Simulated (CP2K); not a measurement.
**BiS under changes of volume**

One of the cells (26.975 Å³/atom); the others are scaled copies at fixed shape and fractional positions:

```xyz
2
Lattice="4.2644 0.0000 0.0000 2.1779 3.6664 0.0000 2.1779 1.2394 3.4505" Properties=species:S:1:pos:R:3 pbc="T T T"
Bi    0.0000    0.0000    0.0000
S     4.3101    2.4529    1.7253
```

The cell was built by a generator and needn't be a form met in nature.

- Program: CP2K 2026.2
- Functional: PBE
- Potentials or basis: POTENTIAL_UZH Bi GTH-PBE-q5, S GTH-PBE-q6; TZVP-MOLOPT-PBE-GTH basis
- Density cutoff: 6123 eV
- k mesh: 8 × 8 × 8
- Occupations: fermi-dirac, width 0.05 eV
- Spin: no spin polarisation

```csv
volume (Å³/atom),energy over the lowest point (meV/atom),pressure (GPa)
25.356,?,?
25.896,4.16,1.9
26.435,0.00,0.6
26.975,0.18,-0.7
27.514,4.25,-1.7
28.054,11.81,-2.7
28.593,22.49,-3.6
```

Problem. What does the run at 25.356 Å³/atom give?

Solution. Energy over the lowest point 13.17 meV/atom; pressure 3.4 GPa.

Worked out: A Birch-Murnaghan fit of order 3 (a polynomial in V^(-2/3)) to the other rows has its minimum at 26.68 Å³/atom with B0 = V·E''(V) = 61 GPa and B' = 4.4 at fixed shape and positions, which overstates the stiffness. It gives 13.18 meV/atom at 25.356 Å³/atom, against the run's 13.17, and -dE/dV = 3.5 GPa, against 3.4.

Energies are extrapolated to zero smearing.

Caveats: the basis of atomic orbitals isn't converged, which shifts pressures, moduli and gaps.
